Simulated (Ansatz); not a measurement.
# CuH3: the cost of one run

Method: DFT PBE, scalar-relativistic, plane waves, PAW, in Ansatz 0.2.0.

2 further runs of the same task are left out: 1 that didn't finish, 1 set aside as unsound or not needed.

## (1) The starting structure

It takes space group P4mm (No. 99, tetragonal). The conventional cell has a = 2.802 Å, b = 2.802 Å, c = 17.000 Å, α = 90.00°, β = 90.00°, γ = 90.00°. Around Cu (site symmetry 4mm) lie 8 H at 2.07 to 2.20 Å. H (site symmetry 4mm) has 1 H at 1.55 Å and 4 Cu at 2.20 Å as nearest neighbours. H (site symmetry 4mm) has 1 H at 1.01 Å as nearest neighbours.

Structure file:

```xyz
4
Lattice="2.8015 0.0000 0.0000 0.0000 2.8015 0.0000 0.0000 0.0000 17.0000" Properties=species:S:1:pos:R:3 pbc="T T F"
Cu    1.4008    1.4008    8.1722
H     0.0000    0.0000    7.2190
H     0.0000    0.0000    9.7810
H     0.0000    0.0000    8.7737
```

Recipe of the guess: random sheet by layer group and Wyckoff sites. Lengths come from tabulated atomic sizes and are only a guess.

It is a sheet, periodic along a and b, with vacuum along c; volumes and pressures of the box carry no meaning, and space groups named for it are those of the box.

## (2) The guess as it stands, on a coarse mesh

The input, input.yaml:

```yaml
crystal:
  lattice:
    - [2.801519, 0.0, 0.0]
    - [0.0, 2.801519, 0.0]
    - [0.0, 0.0, 17.0]
  atoms:
    - { symbol: Cu, position: [0.5, 0.5, 0.48071723] }
    - { symbol: H, position: [0.0, 0.0, 0.42464842] }
    - { symbol: H, position: [0.0, 0.0, 0.57535158] }
    - { symbol: H, position: [0.0, 0.0, 0.51609996] }
  periodic: [true, true, false]
basis:
  ecutwfc: 420
kpoints:
  mp_grid: { grid: [6, 6, 1] }
hamiltonian:
  xc: pbe
scf:
  occupations: { method: gaussian, width: 0.1 }
  lower_state_search: "off"
output:
  forces: true
  stress: true
  eigenvalues: true
```

The run is started by

```sh
$ ansatz run input.yaml --threads 1 --pin off --max-ram 2048MiB --backend cpu --events-out ev --progress --plain --runs-dir out
```

Q: Estimate wall time and peak memory on 1 thread of Arm Neoverse V1, shared host.

About 3.9 s, with a peak of 0.35 GiB.
